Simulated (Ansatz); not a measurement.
# H5MgNOSi: small, medium and large basis sets

The task here is to estimate one member of a computed series from the others.

Method: one geometry, several basis sets; program: Ansatz 0.2.0, Gaussian basis.

Plan: PBE0-D4/def2-SVP; ωB97M-V/def2-SVP; PBE0-D4/def2-QZVPP; ωB97M-V/def2-QZVPP; the functionals' def2-TZVPP values are taken from earlier runs.

## Structure used throughout

All runs share one geometry, relaxed beforehand with PBE0-D4 in a triple-zeta def2 set.

SMILES `[NH2][Mg][O][SiH3]`, 9 atoms, charge 0, spin multiplicity 1.

Atoms are counted from 1 here; the program's logs count them from 0.

Bond lengths: N1–Mg2 1.877 Å, N1–H5 1.009 Å, N1–H6 1.009 Å, Mg2–O3 1.794 Å, O3–Si4 1.610 Å, Si4–H7 1.493 Å, Si4–H8 1.493 Å, Si4–H9 1.493 Å. Angles: Mg2–N1–H5 126.4°, Mg2–N1–H6 126.4°, H5–N1–H6 107.3°, N1–Mg2–O3 180.0°, Mg2–O3–Si4 179.7°, O3–Si4–H7 111.5°, O3–Si4–H8 111.5°, O3–Si4–H9 111.5°, H7–Si4–H8 107.4°, H7–Si4–H9 107.4°, H8–Si4–H9 107.4°.

Set-up of the first run:

in.yaml

```yaml
crystal:
  periodic: [false, false, false]
  atoms:
    - {symbol: N, position_ang: [-0.348183, 2.587730, -1.494046]}
    - {symbol: Mg, position_ang: [-0.122041, 0.972965, -0.565074]}
    - {symbol: O, position_ang: [0.093427, -0.570907, 0.323164]}
    - {symbol: Si, position_ang: [0.279182, -1.956683, 1.121175]}
    - {symbol: H, position_ang: [-0.371268, 3.511675, -1.090334]}
    - {symbol: H, position_ang: [-0.469205, 2.692854, -2.489783]}
    - {symbol: H, position_ang: [-0.400366, -3.086946, 0.420573]}
    - {symbol: H, position_ang: [1.720931, -2.320403, 1.259292]}
    - {symbol: H, position_ang: [-0.293977, -1.876485, 2.497834]}
basis:
  gaussian: {orbitals: def2-SVP}
hamiltonian: {xc: pbe0, dispersion: d4}
output: {orbitals: {seedname: orbitals}}
```

Steps of the session up to this table: PBE0-D4 in def2-SVP; ωB97M-V in def2-SVP; PBE0-D4 in def2-QZVPP; ωB97M-V in def2-QZVPP.

One table of the session follows, with a row left open; its other results are not shown here.

It belongs to the step «Density functionals: the series». 

```
functional       basis  HOMO (eV)  LUMO (eV)
   PBE0-D4    def2-SVP      -6.42      -1.07
   PBE0-D4  def2-TZVPP          ?          ?
   PBE0-D4  def2-QZVPP      -6.60      -1.25
   ωB97M-V    def2-SVP      -8.83       0.18
   ωB97M-V  def2-TZVPP      -8.99       0.04
   ωB97M-V  def2-QZVPP      -9.02      -0.17
```

**Question.** Estimate the row for PBE0-D4, def2-TZVPP.

**Answer.** HOMO (eV): -6.57; LUMO (eV): -1.20. In the column «HOMO (eV)» it lies between PBE0-D4, def2-QZVPP (-6.60) and PBE0-D4, def2-SVP (-6.42).
